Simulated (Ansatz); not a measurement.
**HgPd: properties at the relaxed cell**

An exercise on one series of results from a longer session: the logs are not shown, and one member is left open.

Computed with Ansatz 0.2.0 (DFT r2SCAN, scalar-relativistic, plane waves, PAW, unless a step's input says otherwise).

1 further run of the same task is left out (set aside as unsound or not needed).

## Starting point

It takes space group P4/mmm (No. 123, tetragonal). The conventional cell has a = 3.043 Å, b = 3.043 Å, c = 3.777 Å, α = 90.00°, β = 90.00°, γ = 90.00°. Hg (site symmetry 4/mmm) has 8 Pd at 2.86 Å and 4 Hg at 3.04 Å as nearest neighbours. Pd (site symmetry 4/mmm) is surrounded by 8 Hg at 2.86 Å and 4 Pd at 3.04 Å.

Coordinates:

```
Hg Pd
1.0
     3.04256    0.00000    0.00000
     0.00000    3.04256    0.00000
     0.00000    0.00000    3.77689
Hg Pd
1 1
Direct
  0.00000 0.00000 0.00000
  0.50000 0.50000 0.50000
```

This cell was relaxed beforehand with the same method: volume 17.48 Å³/atom, gap on the mesh none (metal).

The first run:

Contents of input.yaml:

```yaml
crystal:
  lattice:
    - [3.0425599279, 0.0, 0.0]
    - [0.0, 3.0425599279, 0.0]
    - [0.0, 0.0, 3.7768899182]
  atoms:
    - { symbol: Hg, position: [0.0, 0.0, 0.0] }
    - { symbol: Pd, position: [0.5, 0.5, 0.5] }
basis:
  ecutwfc: 500
kpoints:
  mp_grid: { grid: [14, 14, 12] }
  band_path:
    path:
      - [[0.0, 0.0, 0.0], [0.0, 0.5, 0.0], [0.5, 0.5, 0.0], [0.0, 0.0, 0.0], [0.0, 0.0, 0.5], [0.0, 0.5, 0.5], [0.5, 0.5, 0.5], [0.0, 0.0, 0.5]]
      - [[0.0, 0.5, 0.0], [0.0, 0.5, 0.5]]
      - [[0.5, 0.5, 0.0], [0.5, 0.5, 0.5]]
    npoints: 14
hamiltonian:
  xc: r2scan
scf:
  occupations: { method: gaussian, width: 0.1 }
  n_extra_bands: 6
output:
  forces: true
  stress: true
  eigenvalues: true
  populations: true
  dos: { projected: true, de: 0.02, nscf_kmesh: { grid: [21, 21, 18] } }
  bader: true
  write_density: true
  write_potential: true
  elf: true
  volumetric_format: npy
```

Run with:

```sh
> ansatz run input.yaml --threads 1 --pin off --max-ram 2560MiB --backend cpu --events-out ev --progress --plain --runs-dir out
```

Among the steps run: Bands, states and charges; Back to the database's cell; Volume × 0.97; Volume × 1.03; The cell scaled to 0.94 of its volume; The cell scaled to 1.06 of its volume; The cell scaled to 0.91 of its volume; Volume × 1.10; Point at V/V0 = 0.88.

One of the session's tables, all rows but one given; the rest of the session is left out.

It belongs to the step «Equation of state». 

| volume (Å³/atom) | energy above the lowest point (meV/atom) | pressure (GPa) |
| --- | --- | --- |
| 15.384 | 135.6 | 23.94 |
| 15.908 | 70.7 | 16.03 |
| 16.433 | 29.2 | 9.58 |
| 16.957 | ? | ? |
| 17.482 | 0.0 | 0.00 |
| 18.006 | 6.0 | -3.51 |
| 18.531 | 22.4 | -6.34 |
| 19.230 | 56.9 | -9.27 |

**Question.** Estimate the row for volume (Å³/atom) = 16.957.

Worked estimate for «energy above the lowest point (meV/atom)». A straight line through the neighbours (16.433, 29.2) and (17.482, 0.0) gives 29.2 + (0.0 − 29.2) × (16.957 − 16.433) / (17.482 − 16.433) = 14.6; a parabola fitted to 4 rows on both sides gives 6.7.

As computed: energy above the lowest point (meV/atom): 6.8; pressure (GPa): 4.31. In «energy above the lowest point (meV/atom)» the line misses by +7.8 and the parabola by -0.1.
